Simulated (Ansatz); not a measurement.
# C2H8AlClSi: the cost of one run

Program: Ansatz 0.2.0. Level of theory: RKS PBE0/def2-SVP. These are calculated values, not measurements.

## (1) The system as given

Bond lengths: C1–Si2 1.834 Å, Si2–C3 1.850 Å, Si2–Al4 2.375 Å, Al4–Cl5 2.268 Å, C1–H6 1.170 Å, C1–H7 1.063 Å, C1–H8 1.134 Å, Si2–H9 1.513 Å, C3–H10 1.067 Å, C3–H11 1.121 Å, C3–H12 1.165 Å, Al4–H13 1.504 Å. Angles (14 of 21 angles, heavy atoms first): C1–Si2–C3 107.5°, C1–Si2–Al4 112.7°, C3–Si2–Al4 108.0°, Si2–Al4–Cl5 116.7°, C1–Si2–H9 109.5°, C3–Si2–H9 110.8°, Al4–Si2–H9 108.4°, Si2–C1–H6 108.1°, Si2–C1–H7 112.3°, Si2–C1–H8 107.9°, Si2–C3–H10 111.4°, Si2–C3–H11 109.1°, Si2–C3–H12 108.7°, Si2–Al4–H13 124.6°.

As a file:

```xyz
13

C    -1.5012   -0.8341    0.1921
Si    0.1221   -0.0631    0.5598
C     1.4109   -1.0153   -0.3650
Al    0.2417    2.2025   -0.1419
Cl   -1.6205    3.0727   -1.1001
H    -2.3322   -0.2021    0.7194
H    -1.5469   -1.8472    0.5094
H    -1.6995   -0.7152   -0.9182
H     0.3810   -0.1168    2.0494
H     1.2546   -0.9601   -1.4190
H     1.4124   -2.0765   -0.0040
H     2.4578   -0.5724   -0.1102
H     1.4401    3.0928    0.0433
```

## (2) Relaxing end A

File input.yaml:

```yaml
crystal:
  periodic: [false, false, false]
  atoms:
    - { symbol: C, position_ang: [-1.5012, -0.8341, 0.1921] }
    - { symbol: Si, position_ang: [0.1221, -0.0631, 0.5598] }
    - { symbol: C, position_ang: [1.4109, -1.0153, -0.365] }
    - { symbol: Al, position_ang: [0.2417, 2.2025, -0.1419] }
    - { symbol: Cl, position_ang: [-1.6205, 3.0727, -1.1001] }
    - { symbol: H, position_ang: [-2.3322, -0.2021, 0.7194] }
    - { symbol: H, position_ang: [-1.5469, -1.8472, 0.5094] }
    - { symbol: H, position_ang: [-1.6995, -0.7152, -0.9182] }
    - { symbol: H, position_ang: [0.381, -0.1168, 2.0494] }
    - { symbol: H, position_ang: [1.2546, -0.9601, -1.419] }
    - { symbol: H, position_ang: [1.4124, -2.0765, -0.004] }
    - { symbol: H, position_ang: [2.4578, -0.5724, -0.1102] }
    - { symbol: H, position_ang: [1.4401, 3.0928, 0.0433] }
basis:
  gaussian: { orbitals: def2-SVP }
hamiltonian:
  xc: pbe0
relax:
  f_tol: 0.015
  max_steps: 40
```

Run with:

```console
$ ansatz run input.yaml --threads 2 --pin off --max-ram 3072MiB --backend cpu --events-out ev --progress --plain --runs-dir out
```

Q: Estimate wall time and peak memory on 2 threads of Intel Xeon Platinum 8488C (Sapphire Rapids), shared host.

About 19 s, with a peak of 0.32 GiB.
